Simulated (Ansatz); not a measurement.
# RhC2 (fluorite): how the settings move a single-point run

Aim: see which settings change the result for RhC2 (fluorite), by how much, and at what cost.

Program: Ansatz 0.2.0. Level of theory: reference: DFT PBEsol, scalar-relativistic, plane waves, PAW. These are calculated values, not measurements.

### 1 The system as given

It takes space group Fm-3m (No. 225, cubic). Conventional cell: a = 4.882 Å, b = 4.882 Å, c = 4.882 Å, α = 90.00°, β = 90.00°, γ = 90.00°. Rh (site symmetry m-3m) has 8 C at 2.11 Å as nearest neighbours. C (site symmetry -43m) is surrounded by 4 Rh at 2.11 Å.

Structure file:

```
Rh C
1.0
     0.00000    2.44125    2.44125
     2.44125    0.00000    2.44125
     2.44125    2.44125    0.00000
Rh C
1 2
Direct
  0.00000 0.00000 0.00000
  0.25000 0.25000 0.25000
  0.75000 0.75000 0.75000
```

### 2 The reference run

input.yaml reads:

```yaml
crystal:
  lattice:
    - [0.0, 2.4412493123, 2.4412493123]
    - [2.4412493123, 0.0, 2.4412493123]
    - [2.4412493123, 2.4412493123, 0.0]
  atoms:
    - { symbol: Rh, position: [0.0, 0.0, 0.0] }
    - { symbol: C, position: [0.25, 0.25, 0.25] }
    - { symbol: C, position: [0.75, 0.75, 0.75] }
basis:
  ecutwfc: 420
  ecutrho_ratio: 4
kpoints:
  mp_grid: { grid: [12, 12, 12] }
hamiltonian:
  xc: pbesol
scf:
  occupations: { method: gaussian, width: 0.05 }
output:
  forces: true
  stress: true
  eigenvalues: true
```

On the command line:

```console
$ ansatz run input.yaml --threads 4 --pin off --max-ram 4096MiB --backend cpu --events-out ev --progress --plain --runs-dir out
```

### 3 Again, with occupations.method cold, occupations.width 0.001

input.yaml: that of step 2 with these lines changed.

```diff
@@ -17,3 +17,3 @@
 scf:
-  occupations: { method: gaussian, width: 0.05 }
+  occupations: { method: cold, width: 0.001 }
 output:
@@ -21,2 +21 @@
   stress: true
-  eigenvalues: true
```

### 4 Again, with occupations.method tetrahedron, width left to its default

input.yaml: that of step 2 with these lines changed.

```diff
@@ -17,3 +17,3 @@
 scf:
-  occupations: { method: gaussian, width: 0.05 }
+  occupations: { method: tetrahedron }
 output:
@@ -21,2 +21,5 @@
   stress: true
-  eigenvalues: true
+  write_density: true
+  write_potential: true
+  elf: true
+  volumetric_format: npy
```

### 5 Variant: scf.algorithm density_mixing, mixing.algorithm msr1, mixing.beta 0.2, mixing.ndim 4

input.yaml: that of step 2 with these lines changed.

```diff
@@ -18,2 +18,4 @@
   occupations: { method: gaussian, width: 0.05 }
+  algorithm: density_mixing
+  mixing: { algorithm: msr1, beta: 0.2, ndim: 4 }
 output:
@@ -21,2 +23 @@
   stress: true
-  eigenvalues: true
```

What does the calculation give? Wanted: for each run, ending; energy change; pressure; gap; force.

**Answer**, as computed:

| run | ending | energy change | pressure (GPa) | gap (eV) | force (eV/Å) | cycles | time |
| --- | --- | --- | --- | --- | --- | --- | --- |
| reference | converged | 0 | -0.1 | 0.00 | 0.00 | 6 | 1.2 s (other work) |
| 1: occupations.method cold, occupations.width 0.001 | converged | +0.1 meV/atom (σ→0) | -0.3 | 0.00 | 0.00 | 7 | 1.3 s |
| 2: occupations.method tetrahedron, width left to its default | converged | +0.4 meV/atom (σ→0) | 0.2 | 0.00 | 0.00 | 7 | 1.5 s |
| 3: scf.algorithm density_mixing, mixing.algorithm msr1, mixing.beta 0.2, mixing.ndim 4 | converged | 0.0 meV/atom | -0.1 | 0.00 | 0.00 | 8 | 1.3 s |

Times don't compare one to one where runs were asked for different outputs or read a saved state (see the inputs); cycles count all SCF loops of a run, searches for a lower state included, where those made up much of it.

Residual by cycle in the longest SCF loop of each run; runs are numbered as in the table. The quantity is the density residual dr2, in eV.

| cycle | reference | run 1 | run 2 | run 3 |
| --- | --- | --- | --- | --- |
| 1 | 0.0648 | 0.0662 | 0.0841 | 0.0648 |
| 2 | 0.0182 | 0.00789 | 0.0108 | 0.02 |
| 3 | 1.2e-4 | 3.7e-4 | 0.00188 | 0.00295 |
| 4 | 1.5e-5 | 1.0e-4 | 6.7e-5 | 9.5e-5 |
| 5 | 1.3e-6 | 1.4e-5 | 7.8e-6 | 2.1e-5 |
| 6 | 5.5e-8 | 2.7e-6 | 1.8e-6 | 1.4e-6 |
| 7 | - | 4.9e-9 | 2.3e-8 | 2.6e-7 |
| 8 | - | - | - | 5.8e-8 |

Among the runs that keep the physical model, «occupations.method tetrahedron, width left to its default» moves the energy most (+0.4 meV/atom) and «scf.algorithm density_mixing, mixing.algorithm msr1, mixing.beta 0.2, mixing.ndim 4» least (0.0 meV/atom). The pressure spans -0.3 to 0.2 GPa over the reference and the variants of the same charge on sound settings. The sound run leaves spin out although Rh can carry a moment, so its state need not be the lowest.
